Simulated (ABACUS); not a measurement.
**Ba2Tl5V3O12 in ABACUS: the effect of functional**

Crystal: Ba2Tl5V3O12.

```
Tl Ba V O
1.0
     8.15421    0.00000    0.00000
    -4.07711    7.06176    0.00000
     0.00000    0.00000    6.92128
Tl Ba V O
5 2 3 12
Direct
  0.50000 0.00000 0.50000
  0.00000 0.50000 0.50000
  0.50000 0.50000 0.50000
  0.33333 0.66667 0.22489
  0.66667 0.33333 0.77511
  0.00000 0.00000 0.23552
  0.00000 0.00000 0.76448
  0.50000 0.00000 0.00000
  0.00000 0.50000 0.00000
  0.50000 0.50000 0.00000
  0.33890 0.34334 0.81444
  0.65666 0.99556 0.81444
  0.00444 0.66110 0.81444
  0.34334 0.33890 0.18556
  0.99556 0.65666 0.18556
  0.66110 0.00444 0.18556
  0.66110 0.65666 0.18556
  0.34334 0.00444 0.18556
  0.99556 0.33890 0.18556
  0.65666 0.66110 0.81444
  0.00444 0.34334 0.81444
  0.33890 0.99556 0.81444
```

The cell was built by a generator and needn't be a form met in nature.

Alike in all runs:

| Property | Result |
| --- | --- |
| Program | ABACUS 3.10.1 |
| Task | single point |
| Potentials or basis | SG15 ONCV 1.2 PBE |
| Cutoff | 1361 eV |
| Density cutoff | 5442 eV |
| Basis | DZP LCAO (the cutoffs set its grid) |
| k mesh | 3 × 3 × 3 |
| Occupations | fermi-dirac, width 0.05 eV |
| Spin | collinear spin, ferromagnetic start |
| Starting moments | [0.0, 0.0, 0.0, 0.0, 0.0, 0.0, 0.0, 2.0, 2.0, 2.0, 0.0, 0.0, 0.0, 0.0, 0.0, 0.0, 0.0, 0.0, 0.0, 0.0, 0.0, 0.0] μB |

**Question.** One run gave: pressure -4.5 GPa; largest force 0.19 eV/Å. Which functional did it use?
A. r2SCAN
B. PBEsol
C. WC
D. LDA
E. RPBE

**Answer.** D.

```tsv
functional	pressure (GPa)	largest force (eV/Å)
LDA	-4.5	0.19
PBE	1.9	0.21
PBEsol	-1.8	0.12
RPBE	4.7	0.27
WC	-11.1	0.46
r2SCAN	-1.5	0.26
```

Caveats: the atomic orbitals were generated for these runs and aren't a published set; the basis of atomic orbitals isn't converged, which shifts pressures, moduli and gaps; the potentials were made for another functional, which shifts forces and pressure (some runs).

Not every run made on this cell is shown here.
